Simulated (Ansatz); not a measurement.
# H5N2Sb: rigid scan of one bond length from a Python script

Aim: a rigid scan of one bond length, for H5N2Sb, run from a script. SMILES: [NH2][SbH][NH2].

All numbers are computed with Ansatz 0.2.0, driven from Python. Level of theory: Hartree-Fock/def2-SVP.

## (1) The system

Bond lengths: N1–Sb2 2.064 Å, Sb2–N3 2.079 Å, N1–H4 0.992 Å, N1–H5 1.100 Å, Sb2–H6 1.772 Å, N3–H7 1.096 Å, N3–H8 1.081 Å. Angles: N1–Sb2–N3 89.5°, N1–Sb2–H6 91.2°, N3–Sb2–H6 92.9°, Sb2–N1–H4 107.7°, Sb2–N1–H5 106.7°, H4–N1–H5 103.0°, Sb2–N3–H7 106.3°, Sb2–N3–H8 107.0°, H7–N3–H8 101.7°.

No structure file is read: the coordinates are typed or built in the script.

## (2) The code

The input, scan.py:

```python
"""Potential curve of H5N2Sb along one bond."""

import warnings

import ansatz
from ase import Atoms
import numpy as np

warnings.simplefilter("ignore", ansatz.DeckWarning)

atoms = Atoms(["N", "Sb", "N", "H", "H", "H", "H", "H"], positions=[
    [-0.8921, 0.5487, -1.0454],
    [-0.2679, 0.5666, 0.9221],
    [0.5348, -1.3343, 0.6659],
    [-1.7176, 0.0, -1.0948],
    [-1.2539, 1.5623, -1.2723],
    [1.2484, 1.3658, 0.4725],
    [1.2467, -1.4805, 1.4859],
    [1.1938, -1.2858, -0.1897],
])
h5n2sb = ansatz.Crystal.molecule_from_ase(atoms)

symbols = [site.symbol for site in h5n2sb.cartesian_sites]
start = np.array([site.position_ang for site in h5n2sb.cartesian_sites])
axis = (start[6] - start[2]) / np.linalg.norm(start[6] - start[2])
moving = [6]
lengths, energies = [0.93, 1.01, 1.1, 1.21, 1.37, 1.64, 1.97, 2.41], []
for length in lengths:
    xyz = start.copy()
    xyz[moving] += (length - np.linalg.norm(start[6] - start[2])) * axis
    point = ansatz.Crystal.molecule()
    for symbol, place in zip(symbols, xyz):
        point = point.atom(symbol, place.tolist())
    job = point.calculation()
    job = job.basis(gaussian="def2-SVP")
    job = job.functional("HF")
    job = job.spin("collinear")
    report = job.run().report
    energies.append(report["free_energy_ev"])
    print(f"r = {length:6.3f} A  E = {energies[-1]:.5f} eV  <S^2> = {abs(report['mean_field']['state']['spin_squared']):.3f}")

print("energy above the lowest point (eV):", [round(e - min(energies), 3) for e in energies])
```

## (3) The input behind the calls

The engine receives this input (first run):

```yaml
crystal:
  periodic: [false, false, false]
  atoms:
    - { symbol: "N", position_ang: [-0.8921, 0.5487, -1.0454] }
    - { symbol: Sb, position_ang: [-0.2679, 0.5666, 0.9221] }
    - { symbol: "N", position_ang: [0.5348, -1.3343, 0.6659] }
    - { symbol: H, position_ang: [-1.7176, 0.0, -1.0948] }
    - { symbol: H, position_ang: [-1.2539, 1.5623, -1.2723] }
    - { symbol: H, position_ang: [1.2484, 1.3658, 0.4725] }
    - { symbol: H, position_ang: [1.139036705469573, -1.4583896282338131, 1.3618883389310996] }
    - { symbol: H, position_ang: [1.1938, -1.2858, -0.1897] }
basis:
  gaussian:
    orbitals: def2-SVP
hamiltonian:
  xc: hf
magnetization:
  spin_polarized: true
```

## (4) Running it

Command:

```bash
$ python scan.py
```

Without the output at hand: what should come out? Wanted: range of energy; lowest point, distance.

The runs gave:

```
                  quantity     value
             runs compared         8
           range of energy  3.552 eV
lowest point, distance (Å)      1.01
```

What this shows: The curve has its lowest point inside the range, at 1.01. The ends stand 0.187 and 3.55 eV above it. The distance scanned is the script's pair 2, 6. <S²> moves from 0.00 to 0.98: along the scan the mean field breaks spin symmetry. In CPU time, run 8 (distance 2.41) cost about 4.2 times as much as run 2 (distance 1.01). The rest of the molecule is held rigid at a force-field or estimated start geometry, and the basis set is modest; single-reference methods fail as a bond breaks. def2 sets replace the cores of elements past krypton by effective core potentials.
